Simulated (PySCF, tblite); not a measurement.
# C₂H₁₂OS₂Si₃: geometry, infrared bands and NMR shifts

Aim: predict the infrared bands and NMR shifts of C₂H₁₂OS₂Si₃ (`C[S@](=O)CS[SiH2][SiH2][SiH3]`).

Programs: tblite 0.8.0 and PySCF 2.14.0, with density-fitted response routines of our own. Each step states its level of theory. These are calculated values for one molecule in the gas phase, unless marked as measured. Atoms are numbered from 0 throughout.

**1. Starting geometry**

20 atoms, charge 0, multiplicity 1; geometry from: force field or distance geometry start.

Bonds of the start (Å): C0–S1 1.82, S1–O2 1.50, S1–C3 1.82, C3–S4 1.81, S4–Si5 2.15, Si5–Si6 2.29, Si6–Si7 2.30, C0–H8 1.09, C0–H9 1.10, C0–H10 1.08, C3–H11 1.11, C3–H12 1.09, Si5–H13 1.49, Si5–H14 1.48, Si6–H15 1.49, Si6–H16 1.49, Si7–H17 1.49, Si7–H18 1.49, Si7–H19 1.48.

**2. Geometry optimisation with GFN2-xTB**

The job: settings as JSON, then the geometry in Å.

```
{"job": {"kind": "relax", "xc": "GFN2-xTB", "basis": "xTB"}, "charge": 0, "multiplicity": 1}
C      3.610600     0.642700    -0.261100
S      1.928600     0.374400    -0.914600
O      0.998300     1.156100    -0.040700
C      1.834200    -1.370300    -0.401000
S      0.360100    -2.241400    -0.992900
Si    -1.240400    -1.443600     0.207700
Si    -2.390200     0.213800    -0.880900
Si    -3.256900     1.494000     0.816200
H      3.872800     1.689900    -0.419400
H      3.625100     0.423000     0.813800
H      4.307200     0.006100    -0.796000
H      1.896000    -1.440100     0.700100
H      2.700600    -1.888000    -0.803300
H     -0.629300    -1.010600     1.495000
H     -2.153000    -2.563700     0.524800
H     -3.486400    -0.377100    -1.696300
H     -1.540600     1.019900    -1.799200
H     -4.089200     2.593400     0.261300
H     -4.148600     0.657900     1.675000
H     -2.204100     2.074400     1.687800
```

Command:

```console
$ OMP_NUM_THREADS=1 python probes_run.py task.json out
```

This one command runs all jobs of the session in turn.

**Question.** This job is followed by: GFN2-xTB harmonic vibrations, gas phase; GIAO PBE0/pcSseg-1 NMR shielding, non-relativistic, gas phase. What will the session give for the following? strongest single infrared mode (GFN2-xTB); zero-point energy (GFN2-xTB); ¹³C shifts against TMS (PBE0/pcSseg-1); ¹H shifts against TMS (PBE0/pcSseg-1, means over atoms taken as alike); ³³S shifts against CS2 (PBE0/pcSseg-1); ¹⁷O shifts against H2O (PBE0/pcSseg-1); ²⁹Si shifts against TMS (PBE0/pcSseg-1).

**Answer**, as computed:

| quantity | value |
| --- | --- |
| strongest single infrared mode (GFN2-xTB) | 644 cm⁻¹, 575 km/mol |
| zero-point energy (GFN2-xTB) | 79.4 kcal/mol |
| ¹³C shifts against TMS (PBE0/pcSseg-1) | 67.5, 45.2 ppm |
| ¹H shifts against TMS (PBE0/pcSseg-1, means over atoms taken as alike) | 5.05, 4.84, 3.78, 3.78, 3.56, 3.52, 3.47, 2.40 ppm |
| ³³S shifts against CS2 (PBE0/pcSseg-1) | 314, -148 ppm |
| ¹⁷O shifts against H2O (PBE0/pcSseg-1) | 70.4 ppm |
| ²⁹Si shifts against TMS (PBE0/pcSseg-1) | -39.0, -108.1, -114.7 ppm |

Relaxing lowered the energy by 0.411 eV in 171 steps; the close pair that moved most is S4–Si5, from 2.154 to 2.199 Å. The lowest mode is imaginary (64i cm⁻¹), so the xTB geometry is not a minimum. The strongest single mode, at 644 cm⁻¹, has its largest shares on H15, C3 and H14 (the list is cut at 3 atoms). GFN2-xTB is a fitted tight-binding method: band positions and strengths are rough. Its intensities can rank the bands wrongly. At PBE0/pcSseg-1: The largest span, 440 ppm, is at S1, where the paramagnetic term is -866 ppm.
